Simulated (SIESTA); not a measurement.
## HPbNO4 under changes of volume

One of the cells (15.902 Å³/atom); the others are scaled copies at fixed shape and fractional positions:

```
H Pb N O
1.0
     4.30362   -0.00040    0.00640
    -2.09779    5.24224   -0.04939
    -2.13784   -1.87810    4.94746
H Pb N O
1 1 1 4
Cartesian
  2.2486 -1.5348 4.5066
  0.1382 4.0295 0.6696
  -2.0330 1.5412 2.4635
  2.2887 4.8073 0.1029
  -2.0036 2.7067 2.9756
  2.2372 1.4195 1.2024
  -2.0296 0.5114 3.2103
```

The cell was built by a generator and needn't be a form met in nature.

| Property | Result |
| --- | --- |
| Program | SIESTA 5.4.2 |
| Functional | PBE |
| Potentials or basis | PseudoDojo 0.4 standard (PBE files) |
| Basis | DZP (energy shift 0.003 Ry; two zetas on semicore shells) |
| Grid cutoff | 800 Ry |
| Energy shift | 0.003 Ry |
| k mesh | 8 × 6 × 6 |
| Occupations | fermi-dirac, width 0.05 eV |
| Spin | no spin polarisation |

```tsv
volume (Å³/atom)	energy over the lowest point (meV/atom)	pressure (GPa)	gap on the mesh (eV)	largest force (eV/Å)
14.654	37.67	9.2	2.87	3.217
14.966	22.08	6.8	2.85	2.521
15.278	10.94	4.7	2.82	1.871
15.902	?	?	?	?
16.213	0.00	-0.6	2.74	0.255
16.525	2.66	-2.1	2.72	0.263
```

Task: What does the run at 15.902 Å³/atom give?

Result: Energy over the lowest point 0.31 meV/atom; pressure 1.0 GPa; gap on the mesh 2.77 eV; largest force 0.749 eV/Å.

Worked out: A Birch-Murnaghan fit of order 3 (a polynomial in V^(-2/3)) to the other rows has its minimum at 16.08 Å³/atom with B0 = V·E''(V) = 81 GPa and B' = 4.3 at fixed shape and positions, which overstates the stiffness. It gives 0.27 meV/atom at 15.902 Å³/atom, against the run's 0.31, and -dE/dV = 0.9 GPa, against 1.0. A straight line through the other rows of the gap, of slope -1.29 eV per unit of ln V, gives 2.77 eV, against the run's 2.77.

Energies are extrapolated to zero smearing.

Caveats: spin-orbit coupling is left out, which as a rule narrows the gap of such compounds by several tenths of an eV; the basis of atomic orbitals isn't converged, which shifts pressures, moduli and gaps; forces of over 1 eV/Å show positions far from the minimum, so gaps and moduli don't describe the material at rest (some runs).

A mesh can miss the band edges.
